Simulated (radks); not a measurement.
**Taking charge from the 5s level of I⁺ in fractions**

What happens to E and to the 5s eigenvalue of I⁺ when a fraction of an electron is removed? The exact functional would give straight lines between whole numbers for a frontier level.

Method: scalar-relativistic Kohn-Sham, PBE, spin-polarised, spherical densities, finite nucleus; open shells are filled with parallel spins first. Code: radks (a radial shooting solver on a logarithmic mesh, Libxc functionals) version 1.

### Step 1. The atom as given

| Item | Value |
| --- | --- |
| element | iodine (Z = 53) |
| charge | +1 |
| electrons | 52 |
| configuration | [Kr] 4d10 5s(up 1, down 1) 5p4 |
| nuclear rms radius | 4.75 fm |

A shell typed twice in an input gives spin up, then spin down.

### Step 2. Start: [Kr] 4d10 5s(up 1, down 1) 5p4

Settings of this run:

```text
Z 53
configuration [Kr] 4d10 5s1 5s1 5p4
relativity scalar-relativistic
functional pbe,pbe
spin polarised
nucleus finite rms 4.75 fm
c 137.035999084
```

Launch:

```console
$ python run_ks.py task.json out
```

All runs below come from this command, one after another.

### Step 3. 0.125 electron removed from 5s

Settings of this run:

```text
Z 53
configuration [Kr] 4d10 5s1 5s0.875 5p4
relativity scalar-relativistic
functional pbe,pbe
spin polarised
nucleus finite rms 4.75 fm
c 137.035999084
```

### Step 4. 0.25 electron removed from 5s

Settings of this run:

```text
Z 53
configuration [Kr] 4d10 5s1 5s0.75 5p4
relativity scalar-relativistic
functional pbe,pbe
spin polarised
nucleus finite rms 4.75 fm
c 137.035999084
```

### Step 5. 0.375 electron removed from 5s

Settings of this run:

```text
Z 53
configuration [Kr] 4d10 5s1 5s0.625 5p4
relativity scalar-relativistic
functional pbe,pbe
spin polarised
nucleus finite rms 4.75 fm
c 137.035999084
```

### Step 6. 0.5 electron removed from 5s

Settings of this run:

```text
Z 53
configuration [Kr] 4d10 5s1 5s0.5 5p4
relativity scalar-relativistic
functional pbe,pbe
spin polarised
nucleus finite rms 4.75 fm
c 137.035999084
```

### Step 7. 0.625 electron removed from 5s

Settings of this run:

```text
Z 53
configuration [Kr] 4d10 5s1 5s0.375 5p4
relativity scalar-relativistic
functional pbe,pbe
spin polarised
nucleus finite rms 4.75 fm
c 137.035999084
```

### Step 8. 0.75 electron removed from 5s

Settings of this run:

```text
Z 53
configuration [Kr] 4d10 5s1 5s0.25 5p4
relativity scalar-relativistic
functional pbe,pbe
spin polarised
nucleus finite rms 4.75 fm
c 137.035999084
```

### Step 9. 0.875 electron removed from 5s

Settings of this run:

```text
Z 53
configuration [Kr] 4d10 5s1 5s0.125 5p4
relativity scalar-relativistic
functional pbe,pbe
spin polarised
nucleus finite rms 4.75 fm
c 137.035999084
```

### Step 10. 1 electron removed from 5s

Settings of this run:

```text
Z 53
configuration [Kr] 4d10 5s1 5s0 5p4
relativity scalar-relativistic
functional pbe,pbe
spin polarised
nucleus finite rms 4.75 fm
c 137.035999084
```

What does the calculation give? Wanted: for each run, removed; E − E(0); eigenvalue; E minus straight line.

As calculated:

| removed (e) | E − E(0) (eV) | eigenvalue (eV) | E minus straight line (eV) |
| --- | --- | --- | --- |
| 0 | 0.000 | -25.425 | 0.000 |
| 0.125 | 3.252 | -26.614 | -0.532 |
| 0.25 | 6.653 | -27.814 | -0.914 |
| 0.375 | 10.204 | -29.025 | -1.146 |
| 0.5 | 13.908 | -30.246 | -1.226 |
| 0.625 | 17.765 | -31.477 | -1.152 |
| 0.75 | 21.776 | -32.718 | -0.924 |
| 0.875 | 25.944 | -33.970 | -0.541 |
| 1 | 30.268 | -35.231 | 0.000 |

What this shows: Removing the whole electron costs 30.268 eV, against 25.425 eV from minus the starting eigenvalue. Slater's transition state, half an electron removed, gives 30.246 eV. The trapezoid integral of minus the eigenvalue gives 30.274 eV over the range, against 30.268 eV from the energies (Janak's theorem; approximate here, since the scalar-relativistic density holds large components alone). The eigenvalue moves by 9.81 eV per electron. E bends below the straight line by 1.23 eV at 0.5 electron removed.
